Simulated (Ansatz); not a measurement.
# Ta3WN2: the cost of one run

Program: Ansatz 0.2.0. Level of theory: DFT PBE, scalar-relativistic, plane waves, PAW. These are calculated values, not measurements.

2 further runs of the same task are left out: 1 that didn't finish, 1 set aside as unsound or not needed.

## Step 1: The system as given

It takes space group P4/mmm (No. 123, tetragonal). Conventional cell: a = 3.088 Å, b = 3.088 Å, c = 11.493 Å, α = 90.00°, β = 90.00°, γ = 90.00°. Around Ta (site symmetry 4mm) lie 8 Ta at 2.89 to 3.09 Å and 4 N at 3.20 Å. Around Ta (site symmetry 4/mmm) lie 12 Ta at 2.89 to 3.09 Å. W (site symmetry 4/mmm) has 8 N at 2.66 Å as nearest neighbours. N (site symmetry 4mm) has 4 W at 2.66 Å and 4 Ta at 3.20 Å as nearest neighbours.

As a file:

```
Ta W N
1.0
     3.08840    0.00000    0.00000
     0.00000    3.08840    0.00000
     0.00000    0.00000   11.49256
Ta W N
3 1 2
Cartesian
  0.0000 0.0000 7.6399
  0.0000 0.0000 3.8527
  1.5442 1.5442 5.7463
  0.0000 0.0000 0.0000
  1.5442 1.5442 9.9772
  1.5442 1.5442 1.5154
```

The cell is invented: species swapped into a database cell of Er2Mg3Ru (P4/mmm, No. 123), with N on the Er sites, Ta on the Mg sites and W on the Ru sites. Its size is a rough estimate.

## Step 2: Probe: one point on a coarse mesh

input.yaml

```yaml
crystal:
  lattice:
    - [3.08840147, 0.0, 0.0]
    - [0.0, 3.08840147, 0.0]
    - [0.0, 0.0, 11.49255824]
  atoms:
    - { symbol: Ta, position: [0.0, 0.0, 0.66476798] }
    - { symbol: Ta, position: [0.0, 0.0, 0.33523202] }
    - { symbol: Ta, position: [0.5, 0.5, 0.5] }
    - { symbol: W, position: [0.0, 0.0, 0.0] }
    - { symbol: "N", position: [0.5, 0.5, 0.868141] }
    - { symbol: "N", position: [0.5, 0.5, 0.131859] }
basis:
  ecutwfc: 420
kpoints:
  mp_grid: { grid: [6, 6, 2] }
hamiltonian:
  xc: pbe
scf:
  occupations: { method: gaussian, width: 0.1 }
  lower_state_search: "off"
output:
  forces: true
  stress: true
  eigenvalues: true
```

Started as:

```
> ansatz run input.yaml --threads 1 --pin off --max-ram 2560MiB --backend cpu --events-out ev --progress --plain --runs-dir out
```

Q: Estimate wall time and peak memory on 1 thread of Intel Xeon at 2.50GHz (Skylake/Cascade Lake), shared host.

About 12 s, with a peak of 0.43 GiB.
